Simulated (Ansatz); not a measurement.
**CH3BClFO: up Jacob's ladder to CCSD(T)**

One table from this session's results is given with a row withheld; the runs are named, their logs left out.

Program: Ansatz 0.2.0, Gaussian basis. Level of theory: functionals in def2-TZVPP, the program's frozen cores in correlated methods. These are calculated values, not measurements.

Levels to be run: LDA (SPW92), PBE-D4, revPBE-D4, BLYP-D4, r2SCAN-D4, B97M-V, PBE0-D4, B3LYP-D4, r2SCANh-D4, r2SCAN0-D4, HSE06-D4, BHLYP-D4, CAM-B3LYP-D4, LC-ωPBE, ωB97X-V, ωB97M-V, B2PLYP, PBE-QIDH; CCSD(T)/def2-SVP; CCSD(T)/def2-TZVPP; MP2/def2-QZVPP; extrapolation to the limit; RPA on PBE.

## The geometry

The geometry comes from an earlier relaxation with PBE0-D4 in a triple-zeta def2 set; it is a stationary point, not always the lowest conformer.

8 atoms, charge 0, spin multiplicity 1.

Atoms are counted from 1 here; the program's logs count them from 0.

Bond lengths: O1–C2 1.377 Å, O1–H6 0.962 Å, C2–F3 1.399 Å, C2–B4 1.589 Å, C2–H7 1.097 Å, B4–Cl5 1.733 Å, B4–H8 1.189 Å. Angles: C2–O1–H6 109.9°, O1–C2–F3 110.4°, O1–C2–B4 107.3°, O1–C2–H7 112.0°, F3–C2–B4 106.9°, F3–C2–H7 105.2°, B4–C2–H7 114.8°, C2–B4–Cl5 119.9°, C2–B4–H8 120.8°, Cl5–B4–H8 119.3°.

Set-up of the first run:

in.yaml reads:

```yaml
crystal:
  periodic: [false, false, false]
  atoms:
    - {symbol: O, position_ang: [-0.045544, 0.346895, 1.395699]}
    - {symbol: C, position_ang: [0.458898, 0.058770, 0.147328]}
    - {symbol: F, position_ang: [1.315070, -1.045417, 0.209214]}
    - {symbol: B, position_ang: [-0.767165, -0.356727, -0.774672]}
    - {symbol: Cl, position_ang: [-1.105675, 0.541101, -2.217197]}
    - {symbol: H, position_ang: [0.620530, 0.802361, 1.920178]}
    - {symbol: H, position_ang: [1.073178, 0.877479, -0.246575]}
    - {symbol: H, position_ang: [-1.457192, -1.281562, -0.489875]}
basis:
  gaussian: {orbitals: def2-TZVPP}
hamiltonian: {xc: lda}
output: {orbitals: {seedname: orbitals}}
```

Launch:

```bash
> ansatz run in.yaml --threads 2 --pin off --events-out ev --progress --plain --max-ram 4352MiB
```

Steps of the session up to this table: LDA; PBE-D4 (GGA); revPBE-D4 (GGA); BLYP-D4 (GGA); r2SCAN-D4 (meta-GGA); B97M-V (meta-GGA); PBE0-D4 (hybrid); B3LYP-D4 (hybrid); r2SCANh-D4 (hybrid); r2SCAN0-D4 (hybrid); HSE06-D4 (hybrid); BHLYP-D4 (hybrid); CAM-B3LYP-D4 (range-separated); LC-ωPBE (range-separated); ωB97X-V (range-separated); ωB97M-V (range-separated); B2PLYP (double hybrid); PBE-QIDH (double hybrid).

One table of the session follows, with a row left open; its other results are not shown here.

It belongs to the step «Frontier levels by functional». 

```
  functional  HOMO (eV)  LUMO (eV)  gap (eV)
 LDA (SPW92)      -7.24      -3.16      4.08
      PBE-D4          ?          ?         ?
   revPBE-D4      -7.08      -2.73      4.35
     BLYP-D4      -7.07      -2.69      4.38
   r2SCAN-D4      -7.46      -2.54      4.93
      B97M-V      -7.58      -2.54      5.05
     PBE0-D4      -8.63      -1.86      6.78
    B3LYP-D4      -8.43      -2.07      6.36
  r2SCANh-D4      -8.02      -2.19      5.83
  r2SCAN0-D4      -8.84      -1.66      7.18
    HSE06-D4      -8.23      -2.25      5.98
    BHLYP-D4     -10.05      -0.75      9.30
CAM-B3LYP-D4     -10.10      -0.71      9.39
     LC-ωPBE     -11.43       0.52     11.95
     ωB97X-V     -11.09       0.43     11.52
     ωB97M-V     -10.94       0.22     11.16
```

**Question.** Estimate the row for PBE-D4.

The run gave: HOMO (eV): -7.13; LUMO (eV): -2.86; gap (eV): 4.28. In the column «HOMO (eV)» it lies between LDA (SPW92) (-7.24) and revPBE-D4 (-7.08).
